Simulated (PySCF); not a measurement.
# The bond of SrB, level by level

What are the lowest state that PBE0 finds, the bond length, vibrational wavenumber and bond energy of SrB, and how much do these hang on the method?

Program: PySCF 2.14.0. Level of theory: Sr def2-SVPD with ECP28, B def2-SVPD, scalar-relativistic core potentials. These are calculated values, not measurements.

## (1) Input

The job is set up so:

| Quantity | Value |
| --- | --- |
| atoms | Sr, B |
| charge | 0 |
| basis | Sr def2-SVPD with ECP28, B def2-SVPD |
| Hamiltonian | scalar-relativistic core potentials |
| basis functions | 46 |
| electrons treated | 15 |
| masses in u | 87.9056, 11.0093 |
| levels | PBE0, PBE, r²SCAN, TPSSh, B3LYP, M06, CAM-B3LYP, HF, MP2, SCS-MP2 |
| grid | 80 radial by 434 angular points |
| occupations | held fixed by the projection of orbital angular momentum |
| dissociation limit | Sr + B, each in its ground configuration |
| starting distance in angstrom | 2.525 |
| values of 2S to try | 1, 3 |

Command:

```sh
> OMP_NUM_THREADS=1 python dia.py task.json out
```

Further steps of the session: First curve: PBE0; Other states along the same grid; PBE; r²SCAN (meta-GGA); TPSSh (hybrid meta-GGA); B3LYP (global hybrid GGA); M06; CAM-B3LYP; ROHF (mean field).

**Question.** What will these runs give? Wanted: for each run, Re; ωe; De; μ.

The runs gave:

Lowest PBE0 solution found, without spin–orbit coupling: ⁴Σ⁻ (quartet), unpaired electrons σ ↑, π ↑↑. State 2 has its PBE0 minimum 0.01 eV higher, as a spin-mixed determinant (⟨S²⟩ = 1.47), so this is no gap between pure states. State 3 has its PBE0 minimum 0.22 eV higher. State 4 has its PBE0 minimum 0.26 eV higher, as a spin-mixed determinant (⟨S²⟩ = 1.77), so this is no gap between pure states. The other levels ran on the lowest alone.

| level | Re (Å) | ωe (cm⁻¹) | De (eV) | μ (D) |
| --- | --- | --- | --- | --- |
| ROHF | 2.592 | 387 | 0.52 | -3.48 |
| ROHF-MP2 | 2.518 | 412 | 0.62 | n/a |
| ROHF-SCS-MP2 | 2.529 | 408 | 0.379 | n/a |
| PBE | 2.464 | 432 | 1.26 | -5.54 |
| r²SCAN | 2.472 | 431 | 1.45 | -5.53 |
| TPSSh | 2.472 | 435 | 1.11 | -5.49 |
| B3LYP | 2.494 | 412 | 0.67 | -5.02 |
| PBE0 | 2.467 | 430 | 1.05 | -5.35 |
| CAM-B3LYP | 2.502 | 409 | 0.57 | -4.38 |

De is counted to Sr + B in their ground configurations. A positive dipole means Sr(−)B(+). No constants: M06 (the points don't follow one smooth fit).

In words: The methods spread over 0.129 Å in bond length, from PBE to ROHF. Among the levels with a De in the table, it runs from 0.379 eV (ROHF-SCS-MP2) to 1.45 eV (r²SCAN).

Correlated steps freeze 1 core orbital. Spin–orbit coupling is left out.
